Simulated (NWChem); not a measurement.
# CH4MoO3 (SMILES [CH3][Mo](=[O])(=[O])[OH]) at 3 levels

Wanted: a comparison of 3 runs (HF/STO-3G, HF/3-21G, HF/def2-TZVP) of CH4MoO3. 

The results are computed with NWChem 7.3.0.

**1. The system as given**

CH4MoO3: 9 atoms, total charge 0, spin state singlet. As SMILES, `[CH3][Mo](=[O])(=[O])[OH]`. The shape is that of a PBE0-D4/def2-TZVP optimisation. This is one conformer, not always the lowest.

Bond lengths: C1–Mo2 2.100 Å, Mo2–O3 1.676 Å, Mo2–O4 1.676 Å, Mo2–O5 1.867 Å, C1–H6 1.092 Å, C1–H7 1.093 Å, C1–H8 1.093 Å, O5–H9 0.960 Å. Some angles: C1–Mo2–O3 105.6°, C1–Mo2–O4 105.9°, C1–Mo2–O5 108.5°, O3–Mo2–O4 109.8°, O3–Mo2–O5 112.4°, O4–Mo2–O5 114.0°, Mo2–C1–H6 110.1°, Mo2–C1–H7 109.3°, Mo2–C1–H8 108.9°, Mo2–O5–H9 126.1°.

**2. Energy and forces at HF/STO-3G (run 1)**

File run.py:

```python
from ase import Atoms
from ase.calculators.nwchem import NWChem

atoms = Atoms('CMoOOOHHHH', positions=[
    [-0.840200, -0.934400, -0.498900],
    [0.651800, 0.490000, -0.104700],
    [0.721700, 1.460400, -1.469500],
    [2.079300, -0.373800, 0.052200],
    [0.169400, 1.445700, 1.425400],
    [-0.598400, -1.489800, -1.407200],
    [-0.907900, -1.630000, 0.341600],
    [-1.794700, -0.419200, -0.635200],
    [0.607400, 1.404900, 2.279000],
])

calc = NWChem(
    label='ch4moo3',
    theory='scf',
    memory='2200 mb',
    basis='STO-3G',
    basispar='spherical bse',
    scf={'nopen': '0', 'rhf': None, 'thresh': '1e-08', 'maxiter': '80'},
)
atoms.calc = calc

forces = atoms.get_forces()
e = atoms.get_potential_energy()
print(f"E = {e:.6f} eV")
print("forces (eV/A):")
for s, f in zip(atoms.symbols, forces):
    print(f"{s:2s} {f[0]:10.5f} {f[1]:10.5f} {f[2]:10.5f}")
print("dipole (e A):", atoms.get_dipole_moment().round(4))
```

Started as:

```sh
$ export ASE_NWCHEM_COMMAND="nwchem PREFIX.nwi > PREFIX.nwo"
$ python run.py
```

Standard output:

```text
E = -114215.296555 eV
forces (eV/A):
C     0.16676    0.12125    0.07220
Mo    3.25378    1.12342   -1.09210
O     0.18944   -2.70917    3.95055
O    -3.88514    2.70650   -0.74341
O    -0.26241   -0.73168   -3.26746
H    -0.29280    0.08258    0.37019
H    -0.21042    0.16183   -0.44341
H     0.24554   -0.44028    0.05975
H     0.79529   -0.31434    1.09364
dipole (e A): [-0.0696 -0.0343  0.4201]
```

The calculator wrote ch4moo3.nwi:

```
title "ch4moo3"

permanent_dir ch4moo3

scratch_dir ch4moo3

start ch4moo3

geometry units angstrom nocenter noautosym noautoz
  C  -8.4019999999999995e-01 -9.3440000000000001e-01 -4.9890000000000001e-01
  Mo 6.5180000000000005e-01 4.8999999999999999e-01 -1.0470000000000000e-01
  O  7.2170000000000001e-01 1.4603999999999999e+00 -1.4695000000000000e+00
  O  2.0792999999999999e+00 -3.7380000000000002e-01 5.2200000000000003e-02
  O  1.6940000000000000e-01 1.4457000000000000e+00 1.4254000000000000e+00
  H  -5.9840000000000004e-01 -1.4898000000000000e+00 -1.4072000000000000e+00
  H  -9.0790000000000004e-01 -1.6299999999999999e+00 3.4160000000000001e-01
  H  -1.7947000000000000e+00 -4.1920000000000002e-01 -6.3519999999999999e-01
  H  6.0740000000000005e-01 1.4049000000000000e+00 2.2789999999999999e+00
end

memory 2200 mb

basis spherical bse noprint
   * library STO-3G
end

scf
  nopen 0
  rhf
  thresh 1e-08
  maxiter 80
end

task scf gradient
```

ch4moo3.nwo:

```text
Northwest Computational Chemistry Package (NWChem) 7.3.0
             --------------------------------------------------------

           Job information
           ---------------

    nwchem branch   = 7.3.0
    use scalapack   = T
    input           = ch4moo3.nwi
    prefix          = ch4moo3.
    data base       = ch4moo3/ch4moo3.db
    status          = startup
    nproc           =        1

           Memory information
           ------------------

    heap     =     72089600 doubles =      550.0 Mbytes
    stack    =     72089597 doubles =      550.0 Mbytes
    global   =    144179200 doubles =     1100.0 Mbytes (distinct from heap & stack)
    total    =    288358397 doubles =     2200.0 Mbytes
    verify   = yes
    hardfail = no

[... 137 lines left out ...]
 Convergence threshold     :          1.000E-08
[... 14 lines left out ...]
       Final RHF  results
[... 3 lines left out ...]
      One-electron energy =  -6787.798240159463
[... 1 line left out ...]
 Nuclear repulsion energy =    492.994969193651
[... 56 lines left out ...]
                       ROHF Final Molecular Orbital Analysis
[... 246 lines left out ...]
                         RHF ENERGY GRADIENTS

    atom               coordinates                        gradient
                 x          y          z           x          y          z
   1 C      -1.587748  -1.765760  -0.942784   -0.003243  -0.002358  -0.001404
   2 Mo      1.231723   0.925966  -0.197854   -0.063276  -0.021847   0.021238
   3 O       1.363815   2.759756  -2.776952   -0.003684   0.052685  -0.076826
[... 5 lines of this table left out ...]
   9 H       1.147820   2.654876   4.306686   -0.015466   0.006113  -0.021268

                 ----------------------------------------
                 |  Time  |  1-e(secs)   |  2-e(secs)   |
                 ----------------------------------------
                 |  CPU   |       0.01   |       4.85   |
                 ----------------------------------------
                 |  WALL  |       0.01   |       4.85   |
                 ----------------------------------------

 Task  times  cpu:       36.2s     wall:       36.2s
 Total times  cpu:       36.2s     wall:       36.2s
```

Run time: 38 s. Hardware: 1 thread of AMD EPYC, shared host; peak memory 0.099 GiB.

**3. Energy and forces at HF/3-21G (run 2)**

run.py, as its differences from that of step 2:

```diff
@@ -3,3 +3,3 @@
 
-atoms = Atoms('CMoOOOHHHH', positions=[
+atoms = Atoms(['C', 'Mo', 'O', 'O', 'O', 'H', 'H', 'H', 'H'], positions=[
     [-0.840200, -0.934400, -0.498900],
@@ -19,3 +19,3 @@
     memory='2200 mb',
-    basis='STO-3G',
+    basis='3-21G',
     basispar='spherical bse',
```

Started as:

```sh
$ export ASE_NWCHEM_COMMAND="nwchem PREFIX.nwi > PREFIX.nwo"
$ python run.py
```

Standard output:

```text
E = -114828.324525 eV
forces (eV/A):
C    -0.65944   -0.68119   -0.19432
Mo   -0.17232    0.64602    0.24605
O     0.04931    0.14666   -0.33635
O     0.39364   -0.29305   -0.00278
O     0.18157   -0.38772   -0.25876
H    -0.01712    0.16219    0.21608
H     0.03877    0.19803   -0.18188
H     0.26647   -0.07569    0.05836
H    -0.08084    0.28478    0.45359
dipole (e A): [-0.338  -0.2529  0.5774]
```

The calculator wrote ch4moo3.nwi:

```
title "ch4moo3"

permanent_dir ch4moo3

scratch_dir ch4moo3

start ch4moo3

geometry units angstrom nocenter noautosym noautoz
  C  -8.4019999999999995e-01 -9.3440000000000001e-01 -4.9890000000000001e-01
  Mo 6.5180000000000005e-01 4.8999999999999999e-01 -1.0470000000000000e-01
  O  7.2170000000000001e-01 1.4603999999999999e+00 -1.4695000000000000e+00
  O  2.0792999999999999e+00 -3.7380000000000002e-01 5.2200000000000003e-02
  O  1.6940000000000000e-01 1.4457000000000000e+00 1.4254000000000000e+00
  H  -5.9840000000000004e-01 -1.4898000000000000e+00 -1.4072000000000000e+00
  H  -9.0790000000000004e-01 -1.6299999999999999e+00 3.4160000000000001e-01
  H  -1.7947000000000000e+00 -4.1920000000000002e-01 -6.3519999999999999e-01
  H  6.0740000000000005e-01 1.4049000000000000e+00 2.2789999999999999e+00
end

memory 2200 mb

basis spherical bse noprint
   * library 3-21G
end

scf
  nopen 0
  rhf
  thresh 1e-08
  maxiter 80
end

task scf gradient
```

ch4moo3.nwo:

```text
Northwest Computational Chemistry Package (NWChem) 7.3.0
             --------------------------------------------------------

           Job information
           ---------------

    nwchem branch   = 7.3.0
    use scalapack   = T
    input           = ch4moo3.nwi
    prefix          = ch4moo3.
    data base       = ch4moo3/ch4moo3.db
    status          = startup
    nproc           =        1

           Memory information
           ------------------

    heap     =     72089600 doubles =      550.0 Mbytes
    stack    =     72089597 doubles =      550.0 Mbytes
    global   =    144179200 doubles =     1100.0 Mbytes (distinct from heap & stack)
    total    =    288358397 doubles =     2200.0 Mbytes
    verify   = yes
    hardfail = no

[... 137 lines left out ...]
 Convergence threshold     :          1.000E-08
[... 14 lines left out ...]
       Final RHF  results
[... 3 lines left out ...]
      One-electron energy =  -6804.052824494236
[... 1 line left out ...]
 Nuclear repulsion energy =    492.994969193651
[... 56 lines left out ...]
                       ROHF Final Molecular Orbital Analysis
[... 308 lines left out ...]
                         RHF ENERGY GRADIENTS

    atom               coordinates                        gradient
                 x          y          z           x          y          z
   1 C      -1.587748  -1.765760  -0.942784    0.012824   0.013247   0.003779
   2 Mo      1.231723   0.925966  -0.197854    0.003351  -0.012563  -0.004785
   3 O       1.363815   2.759756  -2.776952   -0.000959  -0.002852   0.006541
[... 5 lines of this table left out ...]
   9 H       1.147820   2.654876   4.306686    0.001572  -0.005538  -0.008821

                 ----------------------------------------
                 |  Time  |  1-e(secs)   |  2-e(secs)   |
                 ----------------------------------------
                 |  CPU   |       0.01   |       5.59   |
                 ----------------------------------------
                 |  WALL  |       0.01   |       5.59   |
                 ----------------------------------------

 Task  times  cpu:       39.6s     wall:       39.6s
 Total times  cpu:       39.7s     wall:       39.7s
```

It took 41 s on 1 thread of AMD EPYC, shared host; peak memory 0.1 GiB.

**4. Energy and gradient at HF/def2-TZVP (core potential) (run 3)**

File ch4moo3.nw:

```
start ch4moo3
title "CH4MoO3 gradient"
memory stack 880 mb heap 220 mb global 1100 mb
geometry units angstroms noautosym nocenter noautoz
  C     -0.840200    -0.934400    -0.498900
  Mo     0.651800     0.490000    -0.104700
  O      0.721700     1.460400    -1.469500
  O      2.079300    -0.373800     0.052200
  O      0.169400     1.445700     1.425400
  H     -0.598400    -1.489800    -1.407200
  H     -0.907900    -1.630000     0.341600
  H     -1.794700    -0.419200    -0.635200
  H      0.607400     1.404900     2.279000
end
basis spherical bse
  C library def2-TZVP
  Mo library def2-TZVP
  O library def2-TZVP
  H library def2-TZVP
end
ecp bse
  Mo library def2-TZVP
end
scf
  thresh 1e-08
  maxiter 80
  print medium
end
task scf gradient
```

Started as:

```sh
$ nwchem ch4moo3.nw > ch4moo3.out
```

Standard output:

```text
[...]
  functions       =   188
[...]
  wavefunction    = RHF
[...]
         Total SCF energy =   -332.469661759295
      One-electron energy =   -923.390100844821
      Two-electron energy =    367.632418955791
 Nuclear repulsion energy =    223.288020129736
        Time for solution =    297.2s
[...]
                         RHF ENERGY GRADIENTS
    atom               coordinates                        gradient
                 x          y          z           x          y          z
   1 C      -1.587748  -1.765760  -0.942784    0.006550   0.006314   0.001568
   2 Mo      1.231723   0.925966  -0.197854   -0.040861  -0.012213   0.028046
   3 O       1.363815   2.759756  -2.776952    0.004080   0.023847  -0.033654
   4 O       3.929307  -0.706380   0.098644    0.035236  -0.019228   0.001399
   5 O       0.320120   2.731977   2.693615   -0.011448   0.007202  -0.011921
   6 H      -1.130812  -2.815314  -2.659222    0.001207  -0.003228  -0.005134
   7 H      -1.715682  -3.080253   0.645530    0.000094  -0.003577   0.004340
   8 H      -3.391491  -0.792173  -1.200354   -0.004729   0.002876  -0.000976
   9 H       1.147820   2.654876   4.306686    0.009871  -0.001993   0.016332
[...]
```

It took 6 min on 1 thread of AMD EPYC, shared host; peak memory 0.12 GiB.

**5. Overview of the runs**

```tsv
run	level	core potential	energy (Eh)	dipole moment (D)	HOMO energy (eV)	LUMO energy (eV)	wall time
1	HF/STO-3G	–	-4197.334765	2.05	-9.06	5.25	38 s
2	HF/3-21G	–	-4219.863127	3.44	-11.96	0.78	41 s
3	HF/def2-TZVP (core potential)	def2-TZVP	-332.469662	3.71	-12.35	1.23	6 min
```

**6. Summary of results**

| quantity | value |
| --- | --- |
| run 3: total energy | -332.46966 Eh |
| run 3: dipole moment | 3.71 D |
| run 3: HOMO energy | -12.35 eV |
| run 3: LUMO energy | 1.23 eV |
| run 3: HOMO–LUMO gap | 13.58 eV |
| run 3: largest force on an atom | 2.625 eV/Å |

The dipole moment (its size) runs from 2.05 D (HF/STO-3G) to 3.71 D (HF/def2-TZVP). The two ends differ in basis and core potential. The HOMO–LUMO gap runs from 12.73 eV (HF/3-21G) to 14.31 eV (HF/STO-3G). Some runs of one species differ in core potentials or relativity; totals across that change don't compare. In run 1 the basis is minimal, so the values are rough. In runs 1, 2 relativity is left out where basis or elements ask for it. All runs together took 7.3 min, the longest 6 min.
